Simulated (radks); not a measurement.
**Valence configurations of Pb³⁺**

An exercise on one series of results from a longer session: the logs are not shown, and one member is left open.

Method: scalar-relativistic Kohn-Sham, r2SCAN, spin-polarised, spherical densities, finite nucleus; open shells are filled with parallel spins first. Code: radks (a radial shooting solver on a logarithmic mesh, Libxc functionals) version 1.

### The atom as given

| Quantity | Value |
| --- | --- |
| element | lead (Z = 82) |
| charge | +3 |
| electrons | 79 |
| configuration | [Xe] 4f14 5d10 6s1 |
| nuclear rms radius | 5.5012 fm |
| others tried | 4f14 5d9.5 6s1 6p0.5; 4f12 5d10 6s1 6p2; 4f13 5d9.5 6s1 6p1.5; 4f13 5d10 6s2; 4f13 5d10 6s1 6p1; 4f14 5d8.5 6s2 6p0.5; 4f14 5d9.5 6s1.5; 4f14 5d9 6s1.5 6p0.5; 4f14 5d9 6s1 6p1 |

The outer shells:

Pb³⁺
```
[Xe] core
4f [↑↓][↑↓][↑↓][↑↓][↑↓][↑↓][↑↓]
5d [↑↓][↑↓][↑↓][↑↓][↑↓]
6s [↑ ]
```

The first run:

Settings of this run:

```text
Z 82
configuration [Xe] 4f14 5d10 6s1
relativity scalar-relativistic
functional r2scan,r2scan
spin polarised
nucleus finite rms 5.5012 fm
c 137.035999084
```

Command:

```bash
$ python run_ks.py task.json out
```

All runs below come from this command, one after another.

Among the steps run: [Xe] 4f14 5d10 6s1.

One table of the session follows, with a row left open; its other results are not shown here.

It belongs to the step «[Xe] 4f14 5d10 6s1». Radial moments (bohr):

| level | <r> | outermost maximum (interpolated) | 90 % within | nodes |
| --- | --- | --- | --- | --- |
| 4f up | 0.4539 | 0.351 | 0.720 | 0 |
| 4f down | 0.4539 | 0.351 | 0.720 | 0 |
| 5p up | 0.9788 | 0.882 | 1.41 | 3 |
| 5p down | 0.9768 | 0.882 | 1.41 | 3 |
| 5d up | 1.279 | 1.07 | 1.93 | 2 |
| 5d down | 1.264 | 1.07 | 1.90 | 2 |
| 6s up | ? | ? | ? | ? |
| 6s down | 2.084 | 1.87 | 2.99 | 5 |

Q: Estimate the row for 6s up from the others.

**Answer.** <r>: 2.079; outermost maximum (interpolated): 1.88; 90 % within: 2.97; nodes: 5. In the column «<r>» it lies between 5d up (1.279) and 6s down (2.084).
